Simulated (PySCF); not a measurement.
**InCl (SMILES [Cl][In]): wB97X-V/STO-3G**

What is the vertical singlet–triplet gap of InCl at wB97X-V/STO-3G? Input form: a Python script.

The results are computed with PySCF 2.14.0.

7 further runs of the same task are left out: 7 set aside as unsound or not needed.

### Step 1. Starting point

The species is InCl (2 atoms), meant as a singlet with charge 0. SMILES: `[Cl][In]`. Geometry: relaxed at PBE0-D4/def2-TZVP.

Bond lengths: Cl1–In2 2.414 Å.

### Step 2. The energy at wB97X-V/STO-3G

Contents of job.py:

```python
from pyscf import gto, dft

mol = gto.M(
    atom='''
Cl       0.000000       0.000000      -0.013930
In       0.000000       0.000000       2.399590
''',
    basis='sto-3g',
    max_memory=1860,
    charge=0,
    verbose=3,
)

calc0 = dft.RKS(mol, xc='wb97x-v')
calc0.conv_tol = 1e-10
calc0.nlcgrids.level = 1
calc0.grids.level = 5
calc0.kernel()
if not calc0.converged:
    calc0 = calc0.newton().run(calc0.mo_coeff, calc0.mo_occ)

e_final = calc0.e_tot
print('Final energy', e_final)
```

On the command line:

```sh
$ OMP_NUM_THREADS=1 python job.py
```

The program printed:

```text
converged SCF energy = -6139.75415026926
Final energy -6139.7541502692575
```

Wall time 11 s (1 thread of Arm Neoverse V1, shared host); peak memory 0.24 GiB.

### Step 3. The triplet, same level

Contents of job.py:

```python
from pyscf import gto, dft

mol = gto.M(
    atom=[
    ('Cl', (0.000000, -0.000000, -0.013930)),
    ('In', (-0.000000, 0.000000, 2.399590)),
],
    basis='sto-3g',
    spin=2,
    max_memory=1860,
    verbose=3,
)

mf = dft.UKS(mol, xc='wb97x-v')
mf.grids.level = 5
mf.nlcgrids.level = 1
mf.conv_tol = 1e-10
mf.kernel()
if not mf.converged:
    mf = mf.newton().run(mf.mo_coeff, mf.mo_occ)

e_final = mf.e_tot
print('Final energy', e_final)
```

On the command line:

```sh
$ OMP_NUM_THREADS=1 python job.py
```

The program printed:

```text
WARN: HOMO -0.295708791788733 >= LUMO -0.57584062487145

converged SCF energy = -6139.64088519894  <S^2> = 2.001051  2S+1 = 3.0007006
Final energy -6139.640885198936
```

It took 17 s on 1 thread of Arm Neoverse V1, shared host; peak memory 0.24 GiB.

### Step 4. What came out

Level: wB97X-V/STO-3G.

| quantity | value |
| --- | --- |
| singlet: total energy | -6139.75415 Eh |
| singlet: dipole moment | 3.44 D |
| singlet: HOMO energy | -5.71 eV |
| singlet: LUMO energy | 4.03 eV |
| singlet: HOMO–LUMO gap | 9.75 eV |
| triplet: total energy | -6139.64089 Eh |
| triplet: dipole moment | 4.57 D |
| triplet: HOMO energy (highest over α and β) | -2.85 eV |
| triplet: LUMO energy (lowest over α and β) | 0.79 eV |
| triplet: ⟨S²⟩ | 2.001 |
| vertical energy of the triplet above the singlet | 3.082 eV |

In words: At this shape the triplet lies 3.08 eV (297 kJ/mol) above the singlet. In a minimal basis such a difference can be off by several eV, whatever the method. Relativity is left out (singlet) although the molecule holds a heavy atom. Relativity is left out (triplet) although the molecule holds a heavy atom.
